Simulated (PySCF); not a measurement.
# C5H11Ga: the cost of one run

Programs: PySCF 2.14.0, with routines of our own; each step states its level. All values are computed. Atoms count from 0.

## 1. The starting structure

17 atoms, charge 0, multiplicity 1; geometry from: GFN2-xTB.

## 2. Magnetic properties: GIAO wB97X-D/pcSseg-1

The job: settings as JSON, then the geometry in Å.

```
{"job": {"kind": "mag", "xc": "wB97X-D", "basis": "pcSseg-1", "isotopologues": 2}, "charge": 0, "multiplicity": 1}
C      3.505162    -0.383747     0.263463
Ga     1.689757     0.526119     0.189819
C      0.001882    -0.535385    -0.035880
C     -1.259743    -0.106113    -0.115702
C     -2.432597    -1.030617    -0.280794
C     -1.613676     1.348855    -0.045967
H      4.182195     0.010628    -0.501084
H      3.993045    -0.228013     1.231045
H      3.414661    -1.463843     0.106477
H      1.685223     2.118183     0.331019
H      0.167366    -1.616523    -0.097735
H     -2.996340    -0.767269    -1.175609
H     -2.115114    -2.067345    -0.360262
H     -3.104874    -0.935292     0.571861
H     -0.711936     1.950615     0.087516
H     -2.116851     1.657319    -0.962635
H     -2.295158     1.534458     0.784558
```

Method: GIAO wB97X-D/pcSseg-1 magnetisability, rotational g tensor and spin-rotation constants, non-relativistic, gas phase.

On the command line:

```bash
$ OMP_NUM_THREADS=1 python excited_run.py task.json out
```

This one command runs all jobs of the session in turn.

**Question.** How long does this first job take on 1 thread of Arm Neoverse V1, shared host, and how much memory does it need?

About 48 s, with a peak of 0.95 GiB.
